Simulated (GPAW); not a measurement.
Here is a GPAW 26.7.0 calculation.

The input run.py:

```python
from ase.io import read
from gpaw import PW
from gpaw.dft import DFT

atoms = read('GaF.cif')

dft = DFT(atoms,
          mode=PW(800),
          xc='PBE',
          kpts={'size': (8, 8, 8), 'gamma': True},
          occupations={'name': 'fermi-dirac', 'width': 0.05},
          nbands=13,
          convergence={'density': 1e-05, 'energy': 1e-05},
          maxiter=150,
          txt='gpaw.txt')
print(f'Energy: {dft.calculate_energy():.6f} eV')
print('Forces (eV/A):')
print(dft.calculate_forces().round(4))
print('Stress (eV/A^3):', dft.calculate_stress().round(6))
dft.write_gpw_file('gs.gpw')
```

Contents of GaF.cif:

```cif
data_GaF
_cell_length_a 4.02519121
_cell_length_b 4.02519121
_cell_length_c 4.02519121
_cell_angle_alpha 60.00000000
_cell_angle_beta 60.00000000
_cell_angle_gamma 60.00000000
_space_group_name_H-M_alt 'P1'
_space_group_name_Hall 'P 1'
_space_group_IT_number 1
loop_
_space_group_symop_operation_xyz
'x,y,z'
loop_
_atom_site_label
_atom_site_type_symbol
_atom_site_symmetry_multiplicity
_atom_site_Wyckoff_symbol
_atom_site_fract_x
_atom_site_fract_y
_atom_site_fract_z
_atom_site_occupancy
Ga1 Ga 1 a 0.2500000000 0.2500000000 0.2500000000 1
F1 F 1 a 0.0000000000 0.0000000000 0.0000000000 1
```

Potentials or basis: GPAW PAW data sets (gpaw-data 1.2.1), pw.

Launch:

```console
$ OMP_NUM_THREADS=1 python run.py
```

Q: Estimate the band gap on the k mesh.

A: 2.26 eV, indirect (least direct gap 2.27 eV).

Q: What does it give for the pressure?

A: -1.1 GPa.

 A k mesh can miss the band edges.
